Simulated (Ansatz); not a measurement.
Write a Python script for Ansatz's Python interface that makes a geometry optimisation of C₂H₆FGeNO, SMILES CC(=O)[NH][GeH2][F]. Use: B3LYP, def2-SVP basis, multiplicity 1.

```
atom    x (Å)    y (Å)    z (Å)
   C  -2.1125  -0.0368   0.1356
   C  -0.7103   0.3451  -0.2099
   O  -0.4997   1.3439  -0.9495
   N   0.3831  -0.4403   0.2743
  Ge   2.1570  -0.0166  -0.1323
   F   2.5313   1.5858   0.4806
   H  -2.1945  -0.2118   1.2287
   H  -2.8190   0.7710  -0.1511
   H  -2.3861  -0.9666  -0.4050
   H   0.1985  -1.2771   0.8709
   H   2.3529  -0.0414  -1.6696
   H   3.0994  -1.0554   0.5273
```

The script, `opt_c2h6fgeno.py`:
```python
'''Geometry optimisation of C2H6FGeNO.'''

import logging
import sys

import ansatz
from ase import Atoms
import numpy as np

logging.basicConfig(stream=sys.stdout, format='%(name)s: %(message)s')
logger = logging.getLogger('run')
logger.setLevel(logging.INFO)

config = {
    'basis': 'def2-SVP',
    'functional': 'b3lyp',
}


def main() -> None:
    atoms = Atoms(['C', 'C', 'O', 'N', 'Ge', 'F', 'H', 'H', 'H', 'H', 'H', 'H'], positions=[
        [-2.1125, -0.0368, 0.1356],
        [-0.7103, 0.3451, -0.2099],
        [-0.4997, 1.3439, -0.9495],
        [0.3831, -0.4403, 0.2743],
        [2.157, -0.0166, -0.1323],
        [2.5313, 1.5858, 0.4806],
        [-2.1945, -0.2118, 1.2287],
        [-2.819, 0.771, -0.1511],
        [-2.3861, -0.9666, -0.405],
        [0.1985, -1.2771, 0.8709],
        [2.3529, -0.0414, -1.6696],
        [3.0994, -1.0554, 0.5273],
    ])
    mol = ansatz.Crystal.molecule_from_ase(atoms)

    calc = (
        mol.calculation()
        .basis(gaussian=config['basis'])  # atom-centred Gaussian functions
        .functional(config['functional'])
        .scf(lower_state_search='standard')  # control of the self-consistency loop
    )
    symbols = [site.symbol for site in mol.cartesian_sites]
    start = np.array([site.position_ang for site in mol.cartesian_sites], dtype=float)
    def progress(event):
        if event['event'] == 'relax_step':
            row = event['data']
            logger.info(f'step {row["step"]:3d}  E = {row["lagrangian_ev"]:.6f} eV  max force {row["allowed_force_max_ev_ang"]:.4f} eV/A')


    summary = calc.relax(force_tolerance=0.01).session().plan().execute(on_event=progress).report
    end = np.array(summary['positions_ang'])

    for key in ('converged', 'free_energy_ev', 'reference_energy_ev', 'n_frozen', 'n_occupied', 'n_virtual'):
        logger.info(f'{key:22s} {summary[key]}')

    logger.info('final positions (A) and the move of each atom')
    for symbol, xyz, old in zip(symbols, end, start):
        logger.info(f'{symbol:2s} {xyz[0]:10.5f} {xyz[1]:10.5f} {xyz[2]:10.5f}   {np.linalg.norm(xyz - old):7.4f}')
    with open('c2h6fgeno_opt.xyz', 'w') as handle:
        handle.write(f'{len(symbols)}\nrelaxed C2H6FGeNO\n')
        handle.writelines(f'{s:2s} {x:11.6f} {y:11.6f} {z:11.6f}\n' for s, (x, y, z) in zip(symbols, end))


if __name__ == '__main__':
    main()
```

```console
$ python opt_c2h6fgeno.py
run: step   1  E = -64933.158039 eV  max force 2.5959 eV/A
run: step   2  E = -64933.396569 eV  max force 0.8925 eV/A
run: step   3  E = -64933.430423 eV  max force 0.2004 eV/A
run: step   4  E = -64933.435815 eV  max force 0.0902 eV/A
run: step   5  E = -64933.439046 eV  max force 0.1400 eV/A
run: step   6  E = -64933.440323 eV  max force 0.0746 eV/A
run: step   7  E = -64933.440454 eV  max force 0.1093 eV/A
run: step   8  E = -64933.441103 eV  max force 0.0279 eV/A
run: step   9  E = -64933.441428 eV  max force 0.0200 eV/A
run: step  10  E = -64933.440444 eV  max force 0.2172 eV/A
run: step  11  E = -64933.441869 eV  max force 0.0320 eV/A
run: step  12  E = -64933.440986 eV  max force 0.1655 eV/A
run: step  13  E = -64933.442030 eV  max force 0.0721 eV/A
run: step  14  E = -64933.442021 eV  max force 0.1069 eV/A
run: step  15  E = -64933.442334 eV  max force 0.0198 eV/A
run: step  16  E = -64933.442379 eV  max force 0.0205 eV/A
run: step  17  E = -64933.442481 eV  max force 0.0269 eV/A
run: step  18  E = -64933.442564 eV  max force 0.0397 eV/A
run: step  19  E = -64933.442651 eV  max force 0.0337 eV/A
run: step  20  E = -64933.442750 eV  max force 0.0218 eV/A
run: step  21  E = -64933.442706 eV  max force 0.0394 eV/A
run: step  22  E = -64933.442631 eV  max force 0.0586 eV/A
run: step  23  E = -64933.442794 eV  max force 0.0082 eV/A
run: step  24  E = -64933.442822 eV  max force 0.0048 eV/A
run: step  25  E = -64933.442828 eV  max force 0.0052 eV/A
run: converged              True
run: free_energy_ev         -64933.44309299625
run: reference_energy_ev    -64933.44309299625
run: n_frozen               0
run: n_occupied             [37, 37]
run: n_virtual              [95, 95]
run: final positions (A) and the move of each atom
run: C    -2.07394   -0.06279    0.15062    0.0489
run: C    -0.67697    0.33774   -0.29183    0.0888
run: O    -0.46126    1.25301   -1.06347    0.1508
run: N     0.36083   -0.40433    0.24034    0.0542
run: Ge    2.12106   -0.01514   -0.18584    0.0645
run: F     2.62646    1.36609    0.75769    0.3662
run: H    -2.19295    0.10208    1.23431    0.3139
run: H    -2.80810    0.54744   -0.38910    0.3267
run: H    -2.26193   -1.13024   -0.04873    0.4112
run: H     0.13698   -1.12667    0.91830    0.1693
run: H     2.29014    0.33832   -1.65986    0.3850
run: H     2.93980   -1.20571    0.33758    0.2899
```

`c2h6fgeno_opt.xyz`, as written:
```text
12
relaxed C2H6FGeNO
C    -2.073943   -0.062789    0.150618
C    -0.676973    0.337744   -0.291828
O    -0.461257    1.253014   -1.063474
N     0.360831   -0.404333    0.240340
Ge    2.121059   -0.015142   -0.185841
F     2.626461    1.366090    0.757692
H    -2.192950    0.102078    1.234312
H    -2.808103    0.547444   -0.389101
H    -2.261935   -1.130239   -0.048732
H     0.136977   -1.126671    0.918298
H     2.290136    0.338316   -1.659864
H     2.939796   -1.205713    0.337580
```

Reading the output:
- These settings explore the input space; basis and method may be short of convergence.
- The end point is the stationary point reached from this start; no frequency run checks that it is a minimum, and the basis set is modest.
- b3lyp holds the VWN-RPA fit, as in Gaussian; the form of ORCA and Turbomole is b3lyp5.
- Hardware and time: 4.1 min on 1 thread of Arm Neoverse V2, with other jobs on the host, peak memory 0.43 GiB.

(Lines on the test bed's own set-up are left out of the output.)
